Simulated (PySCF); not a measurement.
# Hf⁺: dipole response in aug-cc-pwCVTZ-PP with ECP60

Aim: the static polarisability and the C₆ coefficient of Hf⁺, method by method.

The numbers are computed with PySCF 2.14.0 (unrestricted determinants in a Gaussian basis, no spin-orbit coupling in the energies), except any that are marked as measured or tabulated.

### Step 1. The atom as given

* Element: hafnium (Z = 72)
* Basis: aug-cc-pwCVTZ-PP with ECP60MDF (8s8p7d4f3g, 122 functions)
* Hamiltonian: scalar relativity through the core potential
* State 1: Hf⁺: [Xe] 4f14 5d1 6s2, 2D determinant
* Methods: wB97X-V

Outer shells as boxes (Hund's rule):

Hf+ [Xe] 4f14 5d1 6s2
```
[Xe] core
4f [↑↓][↑↓][↑↓][↑↓][↑↓][↑↓][↑↓]
5d [↑ ][  ][  ][  ][  ]
6s [↑↓]
```

One driver process ran all states and methods and kept the integrals in memory. Each run is shown as a PySCF script that sums up its settings (the driver passes frozen orbitals as a list and adds second-order terms of double hybrids); the logs are those of the runs themselves. The driver starts from symmetry-adapted Hartree-Fock orbitals, holds the occupation by maximum overlap and uses a logarithmic radial grid for functionals, so a plain start would take other cycles.

The integrals over 122 functions and the set-up took 2.9 s of CPU time.

### Step 2. Hf⁺, at wB97X-V

#### wB97X-V

Input file input.py:

```python
from pyscf import gto, scf, dft, mp, cc
import basis_set_exchange as bse
txt = bse.get_basis("aug-cc-pwCVTZ-PP", elements=["Hf"], fmt="nwchem", header=False)
cut = txt.index("\nECP")
mol = gto.M(atom="Hf 0 0 0", charge=1, spin=1, symmetry="D2h",
            basis=gto.basis.parse(txt[:cut]),
            ecp={"Hf": gto.basis.parse_ecp(txt[cut:])})
mf = dft.UKS(mol, xc="WB97X_V")
mf.irrep_nelec = {'Ag': (2, 2), 'B1g': (1, 0), 'B1u': (1, 1), 'B2u': (1, 1), 'B3u': (1, 1)}
mf.kernel()
```

The log of the run:

```text
damping factor = 0
level_shift factor = 0
DIIS = <class 'pyscf.scf.diis.CDIIS'>
diis_start_cycle = 1
diis_space = 10
diis_damp = 0
SCF conv_tol = 1e-09
SCF conv_tol_grad = None
number electrons alpha = 6  beta = 5
XC functionals = WB97X_V
    N. Mardirossian and M. Head-Gordon.,  Phys. Chem. Chem. Phys. 16, 9904-9924 (2014)
NLC functional = WB97X_V
cycle= 1 E= -48.159457467811  delta_E= -0.00504  |g|= 0.0198  |ddm|= 0.197
cycle= 2 E= -48.1602133227801  delta_E= -0.000756  |g|= 0.00928  |ddm|= 0.0493
cycle= 3 E= -48.1606850303653  delta_E= -0.000472  |g|= 0.00778  |ddm|= 0.0374
cycle= 4 E= -48.1612858739226  delta_E= -0.000601  |g|= 0.00654  |ddm|= 0.0551
cycle= 5 E= -48.1622142373443  delta_E= -0.000928  |g|= 0.0053  |ddm|= 0.108
cycle= 6 E= -48.162622587334  delta_E= -0.000408  |g|= 0.00465  |ddm|= 0.0525
cycle= 7 E= -48.1632014037974  delta_E= -0.000579  |g|= 0.00374  |ddm|= 0.0897
cycle= 8 E= -48.1636420411863  delta_E= -0.000441  |g|= 0.0032  |ddm|= 0.168
cycle= 9 E= -48.1634611034208  delta_E= 0.000181  |g|= 0.00436  |ddm|= 0.114
cycle= 10 E= -48.1636534762287  delta_E= -0.000192  |g|= 0.00107  |ddm|= 0.11
cycle= 11 E= -48.1636590614147  delta_E= -5.59e-06  |g|= 2.95e-05  |ddm|= 0.0144
cycle= 12 E= -48.1636590568605  delta_E= 4.55e-09  |g|= 4.1e-05  |ddm|= 0.000978
cycle= 13 E= -48.1636590660512  delta_E= -9.19e-09  |g|= 1.65e-06  |ddm|= 0.000636
cycle= 14 E= -48.1636590660731  delta_E= -2.18e-11  |g|= 3.66e-07  |ddm|= 3.57e-05
converged SCF energy = -48.1636590660731  <S^2> = 1.0635956  2S+1 = 2.292244
```

CPU time 99 s on a shared host, the integrals not counted.

Orbital energies by shell (radii are means over both spins):

```tsv
shell	electrons	mean orbital energy (eV)	spread (eV)	rms radius (bohr)
5s α	1	-80.889	0	1.22
5s β	1	-80.497	0	1.22
5p α	3	-48.835	0.123	1.44
5p β	3	-48.234	0.860	1.44
5d α	1	-14.529	0	2.36
6s α	1	-14.256	0	3.29
6s β	1	-14.184	0	3.29
```

⟨S²⟩ = 1.064, ⟨L²⟩ = 7.14.

The driver then solved the coupled dipole response at imaginary frequencies: mean α = 56.95 bohr³ (xx, yy, zz: 56.07, 56.07, 58.73), C₆ = 568.5 au for a like pair.

⟨L²⟩ = 7.14 against 6 for a pure D term, so this real determinant mixes terms. Energies and moments cover only the electrons outside the core potential. Spin-orbit coupling, absent here, splits the open shell strongly. ⟨S²⟩ = 1.06 against 0.75 shows spin contamination.

Radial density 4πr²ρ of Hf⁺ at wB97X-V, the electrons outside the core potential:

```tsv
r (bohr)	density	spin density
0.249	0.000130	0.000
0.419	0.0382	0.001
0.704	3.02	0.030
1.18	8.74	0.328
1.99	2.71	0.468
3.35	0.843	0.160
5.64	0.0723	0.008
9.48	0.000231	0.000
```

### Step 3. Polarisabilities and C₆

Hf⁺, in atomic units:

```tsv
method	mean α	C₆ (like pair)	S(−4)
wB97X-V	56.95	568.5	1299
```

α(iu) at wB97X-V:

```tsv
u (hartree)	α(iu) (bohr³)
0	56.95
0.0500	53.91
0.100	46.65
0.200	31.25
0.300	21.14
0.500	11.62
0.750	7.033
1.00	4.908
1.50	2.898
2.00	1.933
3.00	1.028
5.00	0.4226
```

### Step 4. What came out

| quantity | value |
| --- | --- |
| α of Hf⁺ | 56.95 (wB97X-V) bohr³ |

**Reading.** A single London oscillator with the computed α and C₆ of Hf⁺ at wB97X-V would have ω = 4 C₆ / (3 α²) = 0.234 hartree. The basis is finite, and no extrapolation was made.
